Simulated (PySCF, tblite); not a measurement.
# C₄H₄FNSe+ (doublet): geometry, infrared bands and EPR parameters

Wanted: the infrared bands and EPR parameters of C₄H₄FNSe+ (doublet) (`[NH2+]c1c[se]cc1F`), by calculation.

Computed with tblite 0.8.0 and PySCF 2.14.0, with density-fitted response routines of our own, on a single molecule in the gas phase. Atoms are numbered from 0 throughout.

## (1) The starting structure

11 atoms, charge 1, multiplicity 2; geometry from: force field or distance geometry start.

Bonds of the start (Å): N0–C1 1.46, C1–C2 1.36, C2–Se3 1.85, Se3–C4 2.01, C4–C5 1.36, C5–F6 1.40, C5–C1 1.34, N0–H7 1.04, N0–H8 1.03, C2–H9 1.09, C4–H10 1.08.

## (2) Geometry optimisation with GFN2-xTB

What the job is given:

```
{"job": {"kind": "relax", "xc": "GFN2-xTB", "basis": "xTB"}, "charge": 1, "multiplicity": 2}
N     -1.719800    -0.537700     0.293800
C     -0.438800     0.102200     0.033300
C     -0.390700     1.406300    -0.332100
Se     1.369600     1.925000    -0.585500
C      1.898400     0.052400    -0.063300
C      0.711000    -0.576200     0.171400
F      0.734000    -1.918300     0.555700
H     -2.149400    -0.860100    -0.593200
H     -1.654800    -1.300700     0.977000
H     -1.243500     2.073700    -0.476400
H      2.889400    -0.363900    -0.006700
```

On the command line:

```console
$ OMP_NUM_THREADS=1 python probes_run.py task.json out
```

This one command runs all jobs of the session in turn.

**Question.** This job is followed by: GFN2-xTB harmonic vibrations, gas phase; UKS B3LYP, def2-TZVP-core on Se, pcH-1 on C F H N, non-relativistic, mean-field spin-orbit, GIAO. What will the session give for the following? strongest single infrared mode (GFN2-xTB); zero-point energy (GFN2-xTB); g(iso) (B3LYP); ⟨S²⟩; largest a(iso) (averaged by class).

**Answer**, as computed:

| quantity | value |
| --- | --- |
| strongest single infrared mode (GFN2-xTB) | 1556 cm⁻¹, 321 km/mol |
| zero-point energy (GFN2-xTB) | 44.5 kcal/mol |
| g(iso) (B3LYP) | 2.01523 |
| ⟨S²⟩ | 0.756 (exact 0.75) |
| largest a(iso) (averaged by class) | 1H on H7, H8, -26.7 MHz |

**Reading.** Relaxing lowered the energy by 1.342 eV in 45 steps; the close pair that moved most is N0–C1, from 1.455 to 1.324 Å. No mode is imaginary among the 27: a minimum at this level. The strongest single mode, at 1556 cm⁻¹, moves mainly C1. Unscaled tight-binding wavenumbers are off by several per cent, some by more. Its intensities can rank the bands wrongly. The largest spin populations lie on N0 (0.34 e), C2 (0.27 e), Se3 (0.27 e). The isotropic g lies 12.9 ppt above the free-electron value. The hyperfine terms hold no scalar relativity, which the heavier nuclei need.
